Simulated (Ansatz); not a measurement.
**FGeHI radical: a ladder of functionals and wavefunction methods**

Aim: compute FGeHI radical with functionals from several rungs and with coupled cluster, and see how far each lands from CCSD(T) at the basis-set limit for the atomisation energy.

The runs use Ansatz 0.2.0, Gaussian basis; functionals in def2-TZVPP, the program's frozen cores in correlated methods.

Levels to be run: LDA (SPW92), PBE-D4, revPBE-D4, BLYP-D4, r2SCAN-D4, B97M-V, PBE0-D4, B3LYP-D4, r2SCANh-D4, r2SCAN0-D4, HSE06-D4, BHLYP-D4, CAM-B3LYP-D4, LC-ωPBE, ωB97X-V, ωB97M-V, B2PLYP, PBE-QIDH; CCSD(T)/def2-SVP; CCSD(T)/def2-TZVPP; MP2/def2-QZVPP; extrapolation to the limit; RPA on PBE.

## Step 1: The relaxed structure

An earlier PBE0-D4 in a triple-zeta def2 set relaxation fixed the geometry. I takes the def2 core potential; no spin-orbit term is included.

SMILES `[F][GeH][I]`, 4 atoms, charge 0, spin multiplicity 2.

Atoms are counted from 1 here; the program's logs count them from 0.

Bond lengths: F1–Ge2 1.741 Å, Ge2–I3 2.510 Å, Ge2–H4 1.560 Å. Angles: F1–Ge2–I3 107.2°, F1–Ge2–H4 104.4°, I3–Ge2–H4 110.0°.

## Step 2: LDA

This LDA is Slater exchange with PW92 correlation.

in.yaml reads:

```yaml
crystal:
  periodic: [false, false, false]
  atoms:
    - {symbol: F, position_ang: [-1.455477, -0.233736, 0.778659]}
    - {symbol: Ge, position_ang: [0.014007, 0.509372, 0.211967]}
    - {symbol: I, position_ang: [1.798468, -1.255869, 0.249113]}
    - {symbol: H, position_ang: [-0.301398, 0.920033, -1.260038]}
basis:
  gaussian: {orbitals: def2-TZVPP}
magnetization: {spin_polarized: true, initial_magnetization: 1}
hamiltonian: {xc: lda}
output: {orbitals: {seedname: orbitals}}
```

The runs that follow: PBE-D4 (GGA); revPBE-D4 (GGA); BLYP-D4 (GGA); r2SCAN-D4 (meta-GGA); B97M-V (meta-GGA); PBE0-D4 (hybrid); B3LYP-D4 (hybrid); r2SCANh-D4 (hybrid); r2SCAN0-D4 (hybrid); HSE06-D4 (hybrid); BHLYP-D4 (hybrid); CAM-B3LYP-D4 (range-separated); LC-ωPBE-D4 (range-separated); ωB97X-V (range-separated); ωB97M-V (range-separated); B2PLYP (double hybrid); PBE-QIDH (double hybrid); CCSD(T) in def2-SVP; CCSD(T) in def2-TZVPP; MP2 in def2-QZVPP; RPA on PBE orbitals.

Before running them: what should the planned runs give, taken together? Wanted: atomisation energy, CCSD(T)/CBS; farthest beyond LDA; mean size of error, GGA; mean size of error, meta-GGA; mean size of error, hybrid; mean size of error, range-separated; mean size of error, double hybrid; gap, smallest and largest; T1 diagnostic.

As calculated:

| quantity | value |
| --- | --- |
| atomisation energy, CCSD(T)/CBS | 237.3 kcal/mol |
| functionals within 2.4 kcal/mol (1.0 %) | revPBE-D4, BLYP-D4, B97M-V, PBE0-D4, r2SCANh-D4, HSE06-D4, ωB97X-V |
| farthest beyond LDA | BHLYP-D4 (-13.8 kcal/mol) |
| mean size of error, GGA | 3.1 kcal/mol |
| mean size of error, meta-GGA | 3.2 kcal/mol |
| mean size of error, hybrid | 4.4 kcal/mol |
| mean size of error, range-separated | 3.2 kcal/mol |
| mean size of error, double hybrid | 4.1 kcal/mol |
| gap, smallest and largest | 0.79 eV (LDA (SPW92)), 7.86 eV (LC-ωPBE) |
| T1 diagnostic | 0.0130 |
| triples share of the correlation energy | 2.7 % |

What this shows: The LDA atomisation energy is off by 45.9 kcal/mol (19 %): it overbinds. PBE-D4 misses by +6.9 kcal/mol. Double hybrids carry the basis error of their MP2 part in triple zeta, and no dispersion term here, so their miss is partly the set-up's. By mean error the best rung here is GGA (3.1 kcal/mol) and the worst beyond LDA is hybrid (4.4 kcal/mol). The gap between the best rungs is small, so their order is not settled. The mean of the hybrids holds BHLYP, with half exact exchange. Misses under about 2.4 kcal/mol are within the doubt on the reference itself, which lacks core-valence correlation, spin-orbit coupling and higher excitations, and its outer-core shells are covered unevenly. All levels share the lack of spin-orbit coupling, which lowers the free heavy atoms and so the true binding. Hartree-Fock recovers 67 % of the binding; the rest is correlation. CCSD(T) in def2-SVP is off by -24.4 kcal/mol, worse than the median functional, from the basis alone. The gap grows from 0.8 to 7.9 eV across the functionals, mostly with the share of exact exchange. Correlated methods include outer-core shells of Ge, I, which these sets cover unevenly.
